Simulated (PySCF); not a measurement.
# TcNOH: quartet, from a linear start

Aim: relax TcNOH as a quartet from a linear start, check by its vibrations whether the end is a minimum, and collect its spectrum and constants.

Method: PBE0, basis Tc def2-TZVP with ECP28, N def2-TZVP, O def2-TZVP, H def2-TZVP, scalar-relativistic core potentials, no spin–orbit coupling, density fitting; program: PySCF 2.14.0.

### Step 1. The starting structure

4 atoms, charge 0, spin multiplicity 4.

Bond lengths: Tc1–N2 1.800 Å, Tc1–O3 1.910 Å, O3–H4 0.960 Å. Angles: N2–Tc1–O3 180.0°, Tc1–O3–H4 130.0°.

Coordinates in bohr (charge 0 multiplicity 4):
```
Tc   -0.0108    0.0000    0.1148
N    -0.0108    0.0000    3.5163
O    -0.0108    0.0000   -3.4946
H     1.3789    0.0000   -4.6607
```

### Step 2. Linear start, quartet: relaxation

The steps below are one call of a driver around PySCF. For each, scf.py gives the equivalent set-up of the SCF; relaxations use the driver's own optimiser. Before each start the driver seeks the lowest SCF state from one or more starting densities and follows internal instabilities, so scf.py alone need not reach the same state.

The program finds Cs symmetry in the start, which this walk keeps. Threshold on the gradient: 0.0003 Eh/bohr, with a further test on the energy change.

scf.py reads:

```python
from pyscf import gto, scf, dft
mol = gto.M(atom='''
Tc    -0.005705     0.000000     0.060745
N     -0.005705     0.000000     1.860745
O     -0.005705     0.000000    -1.849255
H      0.729695     0.000000    -2.466355''',
    basis={'Tc': 'def2-TZVP', 'N': 'def2-TZVP', 'O': 'def2-TZVP', 'H': 'def2-TZVP'},
    ecp={'Tc': 'def2-TZVP'},
    charge=0, spin=3)
mf = dft.UKS(mol, xc='PBE0')
mf.grids.atom_grid = (50, 194)
aux = {'Tc': 'def2-universal-JKFIT', 'N': 'def2-universal-JKFIT', 'O': 'def2-universal-JKFIT', 'H': 'def2-universal-JKFIT'}
mf = mf.density_fit(auxbasis=aux)
mf.kernel()
```

After this run come: Hessian and properties.

Before running it: what results should come out? Wanted: minimum; geometry; wavenumbers; dipole moment; highest occupied, lowest empty level; polar-tensor charge of Tc1; zero-point energy; atomisation energy; ⟨S²⟩.

The runs gave:

| quantity | value |
| --- | --- |
| minimum | quartet, Cs |
| geometry | O–H 0.959 Å, Tc–N 1.610 Å, Tc–O 1.896 Å; H–O–Tc 126.1°, N–Tc–O 129.0° |
| wavenumbers (cm⁻¹) | 218 (a'), 432 (a''), 643 (a'), 695 (a'), 1140 (a'), 3907 (a') |
| dipole moment | 1.40 D |
| highest occupied, lowest empty level (either spin) | -5.92, -3.03 eV |
| polar-tensor charge of Tc1 | +1.00 e |
| zero-point energy | 42.1 kJ/mol |
| entropy at 298.15 K | 292.8 J/(mol K) |
| atomisation energy (no zero-point energy) | 1306 kJ/mol |
| ⟨S²⟩ | 3.796 |

**Reading.** The linear start keeps its Cs symmetry and ends in a minimum. In the infrared the band at 643 cm⁻¹ (a') leads. Most of the spin sits on Tc1 (Mulliken spin 3.05, against 3 for the whole molecule). Other starts or spin states, not run here, may lie lower. One determinant may miss the lowest occupation of an open d or f shell.
